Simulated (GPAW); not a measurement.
Runs of GPAW 26.7.0 on Cd2S. It takes space group P3m1 (No. 156, trigonal). Conventional cell: a = 3.963 Å, b = 3.963 Å, c = 5.809 Å, α = 90.00°, β = 90.00°, γ = 120.00°. Cd (site symmetry 3m) has 1 S at 2.52 Å as nearest neighbours. Around Cd (site symmetry 3m) lie 3 S at 2.60 Å. Around S (site symmetry 3m) lie 4 Cd at 2.52 to 2.60 Å. The cell comes from a database or a generator and needn't be the stable form of this composition.

```tsv
task	level	potentials or basis	cell	optimizer	fmax	max steps	target pressure	convergence	gap on the mesh (eV)	pressure (GPa)	largest force (eV/Å)
single point	TB-mBJ	GPAW PAW data sets for LDA (gpaw-data 1.2.1), pw	as given	-	-	-	-	-	0.24	-	-
relaxation of cell and atoms	PBEsol	PAW data sets generated in the run's folder for this functional, pw	relaxed to 2 GPa	BFGS	0.02 eV/Å	60	2 GPa	density=1e-05 forces=0.0001	0.28	2.0	-
relaxation of cell and atoms	PBEsol	PAW data sets generated in the run's folder for this functional, pw	relaxed to 30 GPa	BFGS	0.02 eV/Å	60	30 GPa	density=1e-05 forces=0.0001	none	29.9	0.02
relaxation of cell and atoms	PBEsol	PAW data sets generated in the run's folder for this functional, pw	relaxed to 10 GPa	BFGS	0.02 eV/Å	60	10 GPa	density=1e-05 forces=0.0001	none	9.9	0.01
relaxation of cell and atoms	PBEsol	PAW data sets generated in the run's folder for this functional, pw	relaxed	BFGS	0.02 eV/Å	60	-	density=1e-05 forces=0.0001	(a)	0.0	0.01
relaxation of cell and atoms	PBEsol	PAW data sets generated in the run's folder for this functional, pw	relaxed to 20 GPa	BFGS	0.02 eV/Å	60	20 GPa	density=1e-05 forces=0.0001	none	20.0	0.02
relaxation of cell and atoms	PBEsol	PAW data sets generated in the run's folder for this functional, pw	relaxed to 5 GPa	BFGS	0.02 eV/Å	60	5 GPa	density=1e-05 forces=0.0001	0.29	5.0	0.01
```

Alike in all rows: no spin polarisation; k mesh 6 × 6 × 4; cutoff (eV) 600; smearing fermi-dirac 0.05 eV.

Q: Fill in the values left out.

A: (a) 0.23.

Caveats: later steps reuse the first step's grids (some runs); a model potential gives levels but no total energy (some runs); the PAW data sets were made with another functional, which shifts forces and pressure a little (some runs).

A k mesh can miss the band edges, and the runs leave out spin-orbit coupling on Cd.

A gap of «none» marks a metal or a gap under the smearing width.

Runs at the PBE level aren't shown here.
